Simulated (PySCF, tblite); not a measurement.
# C2H7NSi3: geometry, infrared bands and NMR shifts

What infrared bands and NMR shifts should C2H7NSi3 (`N#C[SiH]1[SiH2]C[SiH2]1`) show?

Programs: tblite 0.8.0 and PySCF 2.14.0, with density-fitted response routines of our own. Each step states its level of theory. These are calculated values for one molecule in the gas phase, unless marked as measured. Atoms count from 0, in the outputs and in this text.

**1. The starting structure**

13 atoms, charge 0, multiplicity 1; geometry from: force field or distance geometry start.

Bonds of the start (Å): N0–C1 1.17, C1–Si2 1.77, Si2–Si3 2.22, Si3–C4 1.88, C4–Si5 1.86, Si5–Si2 2.23, Si2–H6 1.46, Si3–H7 1.48, Si3–H8 1.45, C4–H9 1.11, C4–H10 1.09, Si5–H11 1.46, Si5–H12 1.46.

**2. Relaxing the molecule with GFN2-xTB**

What the job is given:

```
{"job": {"kind": "relax", "xc": "GFN2-xTB", "basis": "xTB"}, "charge": 0, "multiplicity": 1}
N      2.877600    -0.575600     1.898700
C      2.239000    -0.400700     0.931900
Si     1.268300    -0.143300    -0.529800
Si    -0.252400     1.440300    -0.205500
C     -1.330600     0.114200     0.580100
Si    -0.689300    -1.203700    -0.567500
H      1.980000    -0.141800    -1.799400
H      0.288100     2.427400     0.753000
H     -0.892000     1.990100    -1.385400
H     -2.419800     0.266100     0.422400
H     -1.036100    -0.106900     1.607000
H     -1.441300    -1.169500    -1.822200
H     -0.596100    -2.496100     0.099100
```

Launch:

```sh
$ OMP_NUM_THREADS=1 python probes_run.py task.json out
```

This one command runs all jobs of the session in turn.

**Question.** This job is followed by: GFN2-xTB harmonic vibrations, gas phase; GIAO PBE0/pcSseg-1 NMR shielding, non-relativistic, gas phase. What will the session give for the following? strongest single infrared mode (GFN2-xTB); zero-point energy (GFN2-xTB); ¹³C shifts against TMS (PBE0/pcSseg-1); ¹H shifts against TMS (PBE0/pcSseg-1, means over atoms taken as alike); ¹⁵N shifts against NH3 (PBE0/pcSseg-1); ²⁹Si shifts against TMS (PBE0/pcSseg-1, means over atoms taken as alike).

**Answer**, as computed:

| quantity | value |
| --- | --- |
| strongest single infrared mode (GFN2-xTB) | 2202 cm⁻¹, 715 km/mol |
| zero-point energy (GFN2-xTB) | 47.2 kcal/mol |
| ¹³C shifts against TMS (PBE0/pcSseg-1) | 122.0, -7.2 ppm |
| ¹H shifts against TMS (PBE0/pcSseg-1, means over atoms taken as alike) | 5.06, 4.92, 4.81, 0.95, 0.85 ppm |
| ¹⁵N shifts against NH3 (PBE0/pcSseg-1) | 378.8 ppm |
| ²⁹Si shifts against TMS (PBE0/pcSseg-1, means over atoms taken as alike) | -48.7, -67.7 ppm |

In words: Over 85 steps the energy fell by 1.035 eV; of the close pairs, Si2–Si3 changed most, 2.219 to 2.350 Å. No mode is imaginary among the 33: a minimum at this level. The strongest single mode, at 2202 cm⁻¹, moves mainly H11 and H8. GFN2-xTB is a fitted tight-binding method: band positions and strengths are rough. Its intensities can rank the bands wrongly. The most deshielded carbon is C1 (nitrile carbon), at 122.0 ppm: this is the usual window of a C≡N carbon, which has no attached hydrogen. At PBE0/pcSseg-1: The largest span, 574 ppm, is at N0, where the paramagnetic term is -449 ppm.
